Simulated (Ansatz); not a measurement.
**SiGeH₃ (doublet): from Hartree-Fock to the top rungs, cc-pVTZ**

Aim: climb from Hartree-Fock through coupled cluster and multireference methods for SiGeH₃ (doublet) at one geometry and basis, and see what each rung misses.

Computed with Ansatz 0.2.0, Gaussian basis. Level: cc-pVTZ, core rule «outside noble gas», up to 19 orbitals frozen.

Plan: UHF; CCSD(T) on ROHF; CCSD(T) on UHF; BCCD(T) on ROHF; CCSDT(Q) on ROHF; CCSDT(Q) on UHF; CASSCF and NEVPT2, 11 electrons in 11 orbitals.

5 further runs of the same task are left out: 5 set aside as unsound or not needed.

## Step 1: What is computed

The geometry is a PBE0/def2-TZVP stationary point (not a proven minimum). No spin-orbit coupling is included. The filled d shell of Ge may be among the frozen orbitals whatever the setting's name suggests; the logs give the count.

5 atoms, charge 0, spin multiplicity 2.

Atoms are counted from 1 here; the program's logs count them from 0.

Bond lengths: Si1–Ge2 2.420 Å, Ge2–H3 1.550 Å, Ge2–H4 1.543 Å, Ge2–H5 1.543 Å. Angles: Si1–Ge2–H3 102.9°, Si1–Ge2–H4 116.0°, Si1–Ge2–H5 116.0°, H3–Ge2–H4 106.8°, H3–Ge2–H5 106.8°, H4–Ge2–H5 107.6°.

## Step 2: UHF

Input file in.yaml:

```yaml
crystal:
  periodic: [false, false, false]
  atoms:
    - {symbol: Si, position_ang: [0.006312, -0.000001, 1.781521]}
    - {symbol: Ge, position_ang: [0.001520, 0.000000, -0.638687]}
    - {symbol: H, position_ang: [-1.510450, -0.000015, -0.981329]}
    - {symbol: H, position_ang: [0.612502, 1.244920, -1.315333]}
    - {symbol: H, position_ang: [0.612528, -1.244907, -1.315334]}
basis:
  gaussian: {orbitals: cc-pVTZ}
magnetization: {spin_polarized: true, initial_magnetization: 1}
hamiltonian: {xc: hf}
output: {orbitals: {seedname: orbitals}}
```

On the command line:

```sh
ansatz run in.yaml --threads 1 --pin off --events-out ev --progress --plain --max-ram 4096MiB --backend cpu
```

After this run come: CCSD(T) on ROHF; CCSD(T) on UHF; BCCD(T) on ROHF; CCSDT(Q) on ROHF; CCSDT(Q) on UHF; CASSCF and NEVPT2, 11 electrons in 11 orbitals.

**Question.** What will the summary of the whole plan be? Wanted: UCCSDT(Q) below the RHF energy; RMP2 from UCCSDT(Q); UMP2 from UCCSDT(Q); RCCSD from UCCSDT(Q); RCCSD(T) from UCCSDT(Q); UCCSD(T) from UCCSDT(Q); RCCSDT(Q) from UCCSDT(Q); NEVPT2 valence from UCCSDT(Q); T1 diagnostic.

The runs gave:

| quantity | value |
| --- | --- |
| UCCSDT(Q) below the RHF energy | -6.9466 eV |
| RMP2 from UCCSDT(Q) | +32.81 kcal/mol |
| UMP2 from UCCSDT(Q) | +36.00 kcal/mol |
| RCCSD from UCCSDT(Q) | +6.68 kcal/mol |
| RCCSD(T) from UCCSDT(Q) | +1.20 kcal/mol |
| UCCSD(T) from UCCSDT(Q) | +1.27 kcal/mol |
| RCCSDT(Q) from UCCSDT(Q) | +0.02 kcal/mol |
| NEVPT2 valence from UCCSDT(Q) | +30.98 kcal/mol |
| levels within 1 kcal/mol (43 meV) | RCCSDT, UCCSDT, RCCSDT(Q) |
| T1 diagnostic | 0.019 |
| effectively unpaired electrons | 1.06 |

RCCSD(T) lands +1.20 kcal/mol from the yardstick (0.7 % of the correlation energy). One determinant dominates. Coupled cluster took another determinant than the lowest Hartree-Fock one. These misses are within one basis, not against nature; the frozen cores of restricted and unrestricted runs differ, which can shift their rows.
